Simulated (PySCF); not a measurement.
# The bond of CaF−, level by level

The task here is to estimate one member of a computed series from the others.

Program: PySCF 2.14.0. Level of theory: Ca aug-pcseg-1, F aug-pcseg-1, no relativity. These are calculated values, not measurements.

3 further runs of the same task are left out: 3 set aside as unsound or not needed.

The first run:

The job is set up so:

* atoms: Ca, F
* charge: -1
* basis: Ca aug-pcseg-1, F aug-pcseg-1
* Hamiltonian: no relativity
* basis functions: 56
* electrons treated: 30
* masses in u: 39.9626, 18.9984
* levels: PBE0, PBE, r²SCAN, B3LYP, r²SCANh, BP86, HF, MP2, SCS-MP2, CCSD, CCSD(T)
* grid: 80 radial by 434 angular points
* occupations: held fixed by the projection of orbital angular momentum
* dissociation limit: Ca + F−, each in its ground configuration
* starting distance in angstrom: 2.305
* values of 2S to try: 0, 2

Started as:

```bash
$ OMP_NUM_THREADS=1 python dia.py task.json out
```

Steps of the session up to this table: Input; First curve: PBE0; PBE (GGA); r²SCAN; B3LYP; r²SCANh (hybrid meta-GGA); BP86; RHF (mean field); Adding correlation.

One of the session's tables, all rows but one given; the rest of the session is left out.

Energy (eV) from each level's lowest point:

| R (Å) | RHF | RHF-MP2 | RHF-SCS-MP2 | RHF-CCSD | RHF-CCSD(T) |
| --- | --- | --- | --- | --- | --- |
| 1.736 | 1.119 | 1.107 | 1.135 | n/a | n/a |
| 1.817 | 0.545 | 0.548 | 0.566 | 0.565 | 0.559 |
| 1.898 | ? | ? | ? | ? | ? |
| 1.958 | 0.071 | 0.080 | 0.086 | 0.084 | 0.082 |
| 2.019 | 0.008 | 0.013 | 0.016 | 0.014 | 0.014 |
| 2.080 | 0.000 | 0.000 | 0.000 | 0.000 | 0.000 |
| 2.160 | 0.053 | 0.044 | 0.041 | 0.044 | 0.044 |
| 2.261 | 0.188 | 0.165 | 0.159 | 0.166 | 0.166 |
| 2.382 | 0.405 | 0.364 | 0.357 | 0.370 | 0.368 |
| 2.544 | 0.730 | 0.666 | 0.658 | n/a | n/a |

Estimate the missing values for R (Å) = 1.898.

Worked estimate for «RHF». A straight line through the neighbours (1.817, 0.545) and (1.958, 0.071) gives 0.545 + (0.071 − 0.545) × (1.898 − 1.817) / (1.958 − 1.817) = 0.273; a parabola fitted to 4 rows on both sides gives 0.198.

As computed: RHF: 0.208; RHF-MP2: 0.218; RHF-SCS-MP2: 0.228; RHF-CCSD: 0.226; RHF-CCSD(T): 0.223. In «RHF» the line misses by +0.065 and the parabola by -0.010.
